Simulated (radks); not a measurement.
# Ionisation of Tc²⁺: one atom, several choices of exchange strength α

The task here is to estimate one member of a computed series from the others.

Method: scalar-relativistic Kohn-Sham, spin-unpolarised, spherical densities, finite nucleus. Code: radks (a radial shooting solver on a logarithmic mesh, Libxc functionals) version 1.

### The atom as given

- element: technetium (Z = 43)
- charge: +2
- electrons: 41
- configuration: [Kr] 4d5
- ion: Tc³⁺, [Kr] 4d4
- choices: α = 0.667; α = 0.719; α = 0.769; α = 0.789; α = 0.838

Outer shells as boxes (Hund's rule):

Tc²⁺
```
[Kr] core
4d [↑ ][↑ ][↑ ][↑ ][↑ ]
```

Tc³⁺
```
[Kr] core
4d [↑ ][↑ ][↑ ][↑ ][  ]
```

Set-up of the first run:

Settings of this run:

```text
Z 43
configuration [Kr] 4d5
relativity scalar-relativistic
functional xalpha 0.667
spin unpolarised
nucleus finite rms 4.4112 fm
c 137.035999084
```

Steps of the session up to this table: α = 0.667: Tc²⁺.

One of the session's tables, all rows but one given; the rest of the session is left out.

It belongs to the step «α = 0.667: Tc²⁺». Sizes of the orbitals, from the radial functions (bohr):

| level | <r> | outermost maximum (interpolated) | 90 % within | nodes |
| --- | --- | --- | --- | --- |
| 2s | 0.1498 | 0.126 | 0.231 | 1 |
| 2p | 0.1304 | 0.101 | 0.212 | 0 |
| 3s | 0.4163 | 0.373 | 0.615 | 2 |
| 3p | 0.4170 | 0.366 | 0.630 | 1 |
| 3d | 0.3994 | 0.311 | 0.638 | 0 |
| 4s | ? | ? | ? | ? |
| 4p | 1.171 | 1.02 | 1.74 | 2 |
| 4d | 1.636 | 1.27 | 2.59 | 1 |

Q: Estimate the row for 4s from the others.

The run gave: <r>: 1.057; outermost maximum (interpolated): 0.948; 90 % within: 1.54; nodes: 3. In the column «<r>» it lies between 3p (0.4170) and 4p (1.171).

Caveats from the session: Spin polarisation and multiplet splitting are left out, so open shells lie too high by an amount that depends on their filling.
